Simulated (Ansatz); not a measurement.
# CH5MgNSi: the cost of one run

Program: Ansatz 0.2.0. Level of theory: RKS B3LYP-D4/6-31G*. These are calculated values, not measurements.

### Step 1. The system as given

Bond lengths: C1–Mg2 2.099 Å, Mg2–N3 1.923 Å, N3–Si4 1.603 Å, C1–H5 1.088 Å, C1–H6 1.088 Å, C1–H7 1.089 Å, Si4–H8 1.482 Å, Si4–H9 1.471 Å. Angles: C1–Mg2–N3 133.8°, Mg2–C1–H5 112.3°, Mg2–C1–H6 112.0°, Mg2–C1–H7 106.6°, H5–C1–H6 108.5°, H5–C1–H7 108.7°, H6–C1–H7 108.6°, Mg2–N3–Si4 148.0°, N3–Si4–H8 131.3°, N3–Si4–H9 121.3°, H8–Si4–H9 107.4°.

As a file:

```xyz
9

C    -0.0718    1.6952   -1.4588
Mg    1.2322    0.4725   -0.3592
N     0.9738   -0.9816    0.8720
Si   -0.0513   -1.9321    1.6562
H     0.1150    1.6409   -2.5290
H    -0.0120    2.7368   -1.1497
H    -1.0796    1.3313   -1.2620
H    -1.5325   -1.9749    1.6683
H     0.4262   -2.9880    2.5622
```

### Step 2. End point A

input.yaml

```yaml
crystal:
  periodic: [false, false, false]
  atoms:
    - { symbol: C, position_ang: [-0.0718, 1.69521, -1.45877] }
    - { symbol: Mg, position_ang: [1.23223, 0.47254, -0.35918] }
    - { symbol: "N", position_ang: [0.97378, -0.98164, 0.87198] }
    - { symbol: Si, position_ang: [-0.05132, -1.9321, 1.6562] }
    - { symbol: H, position_ang: [0.11504, 1.64087, -2.52905] }
    - { symbol: H, position_ang: [-0.01202, 2.73679, -1.14966] }
    - { symbol: H, position_ang: [-1.07955, 1.33126, -1.262] }
    - { symbol: H, position_ang: [-1.53254, -1.97493, 1.66825] }
    - { symbol: H, position_ang: [0.42617, -2.988, 2.56221] }
basis:
  gaussian: { orbitals: "6-31G*" }
hamiltonian:
  xc: b3lyp
  dispersion: d4
relax:
  f_tol: 0.015
  max_steps: 40
```

Run with:

```bash
> ansatz run input.yaml --threads 1 --pin off --max-ram 2048MiB --backend cpu --events-out ev --progress --plain --runs-dir out
```

What time and memory should one allow on 1 thread of Arm Neoverse N1, shared host?

About 2.1 min, with a peak of 0.15 GiB.
